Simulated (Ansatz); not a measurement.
**GeNH4O (SMILES [NH][GeH2][OH]) at UB3LYP/def2-SVPD**

What is the electronic atomisation energy of GeNH4O at UB3LYP/def2-SVPD? 

The results are computed with Ansatz 0.2.0.

66 further runs of the same task are left out: 66 set aside as unsound or not needed.

**1. Starting point**

GeNH4O has 7 atoms, charge 0, and is taken as a doublet. As SMILES, `[NH][GeH2][OH]`. The coordinates come from a PBE0-D4/def2-TZVP relaxation. This is one conformer, not always the lowest.

Bond lengths: N1–Ge2 1.860 Å, Ge2–O3 1.772 Å, N1–H4 1.025 Å, Ge2–H5 1.544 Å, Ge2–H6 1.536 Å, O3–H7 0.961 Å. Angles: N1–Ge2–O3 106.5°, N1–Ge2–H5 107.6°, N1–Ge2–H6 113.8°, O3–Ge2–H5 110.8°, O3–Ge2–H6 105.4°, Ge2–N1–H4 110.2°, Ge2–O3–H7 111.8°, H5–Ge2–H6 112.6°.

**2. A single-point energy at UB3LYP/def2-SVPD**

input.yaml

```yaml
crystal:
  periodic: [false, false, false]
  atoms:
    - {symbol: N, position_ang: [-1.180000, -0.629600, -0.704300]}
    - {symbol: Ge, position_ang: [0.091800, 0.357900, 0.227300]}
    - {symbol: O, position_ang: [1.488100, -0.708500, 0.454200]}
    - {symbol: H, position_ang: [-2.073700, -0.127300, -0.724700]}
    - {symbol: H, position_ang: [0.468500, 1.575300, -0.644200]}
    - {symbol: H, position_ang: [-0.348300, 0.758200, 1.642900]}
    - {symbol: H, position_ang: [1.614800, -1.294000, -0.296700]}
basis:
  gaussian:
    orbitals: def2-SVPD
magnetization:
  spin_polarized: true
  initial_magnetization: 1
hamiltonian:
  xc: {name: B3LYP}
accuracy: high
output: {orbitals: {seedname: orbitals}}
```

Launch:

```sh
ansatz run input.yaml --threads 1 --pin off --max-ram 3480MiB --events-out events.jsonl --progress --plain --runs-dir runs
```

The program printed:

```text
Warning: RAYON_NUM_THREADS=1 ignored (pool sized by the plan → 1); use --threads N
Functional definition: B3LYP
  name "B3LYP"
  parameter a0 = 0.2
  parameter ax = 0.72
  parameter ac = 0.81
  exchange = (1 - a0 - ax)*slater_x + ax*b88_x + a0*exact_x
  correlation = (1 - ac)*vwn_rpa_c + ac*lyp_c
2285 factors; integrals over basis functions are off by at most 4.7e-9 eV
mean field evaluation 1: about -60101.3531 eV, gradient 5.0e1 eV
mean field evaluation 2: about -60070.8967 eV, gradient 9.6e1 eV
mean field evaluation 4: about -60110.6798 eV, gradient 6.3e0 eV
mean field evaluation 8: about -60110.9035 eV, gradient 1.6e-1 eV
mean field evaluation 16: about -60110.9036 eV, gradient 2.3e-4 eV
mean field evaluation 32: about -60110.7779 eV, gradient 2.1e0 eV
mean field -60110.90364341 eV, -2209.0349642614 hartree, gradient 3.9e-8 eV, S^2 0.754020; 2 other end points of the search recorded, 0 dependent functions left out
reference -60110.90368378 eV, -2209.0349657450 hartree; 26, 25 occupied and 87, 88 virtual orbitals, 2285 factors
Total energy: -60110.90368378 eV, -2209.0349657450 hartree
```

Run time: 21 s. Hardware: 1 thread of Arm Neoverse V1, shared host; peak memory 0.56 GiB.

**3. The Ge atom at the same level**

in.yaml

```yaml
crystal:
  periodic: [false, false, false]
  atoms:
    - {symbol: Ge, position_ang: [0.000000, 0.000000, 0.000000]}
basis:
  gaussian:
    orbitals: def2-SVPD
magnetization:
  spin_polarized: true
  initial_magnetization: 2
hamiltonian:
  xc: {name: B3LYP}
accuracy: high
```

Run the same way, it converges to -2076.70444 Eh (log not shown).

**4. The H atom, same level**

job.yaml

```yaml
crystal:
  periodic: [false, false, false]
  atoms:
    - {symbol: H, position_ang: [0.000000, 0.000000, 0.000000]}
basis:
  gaussian:
    orbitals: def2-SVPD
magnetization:
  spin_polarized: true
  initial_magnetization: 1
hamiltonian:
  xc: {name: B3LYP}
accuracy: high
```

Run the same way, it converges to -0.50126 Eh (log not shown).

**5. The N atom, same level**

job.yaml

```yaml
crystal:
  periodic: [false, false, false]
  atoms:
    - symbol: "N"
      position_ang: [0.000000, 0.000000, 0.000000]
basis:
  gaussian:
    orbitals: def2-SVPD
magnetization:
  spin_polarized: true
  initial_magnetization: 3
hamiltonian:
  xc: {name: B3LYP}
accuracy: high
```

Run the same way, it converges to -54.53889 Eh (log not shown).

**6. The O atom at the same level**

in.yaml, as its differences from that of step 3:

```diff
@@ -3,3 +3,3 @@
   atoms:
-    - {symbol: Ge, position_ang: [0.000000, 0.000000, 0.000000]}
+    - {symbol: O, position_ang: [0.000000, 0.000000, 0.000000]}
 basis:
```

Run the same way, it converges to -75.00924 Eh (log not shown).

**7. Outcome**

Level: UB3LYP/def2-SVPD.

| quantity | value |
| --- | --- |
| molecule: total energy | -2209.03497 Eh |
| molecule: HOMO energy (highest over α and β) | -7.93 eV |
| molecule: LUMO energy (lowest over α and β) | -3.84 eV |
| molecule: ⟨S²⟩ | 0.754 |
| Ge atom: total energy | -2076.70444 Eh |
| Ge atom: ⟨S²⟩ | 2.002 |
| H atom: total energy | -0.50126 Eh |
| H atom: ⟨S²⟩ | 0.750 |
| N atom: total energy | -54.53889 Eh |
| N atom: ⟨S²⟩ | 3.754 |
| O atom: total energy | -75.00924 Eh |
| O atom: ⟨S²⟩ | 2.004 |
| electronic atomisation energy | 21.153 eV |

In words: Taking the molecule apart into free atoms costs 21.15 eV (2041 kJ/mol), before zero-point energy and without spin-orbit coupling.
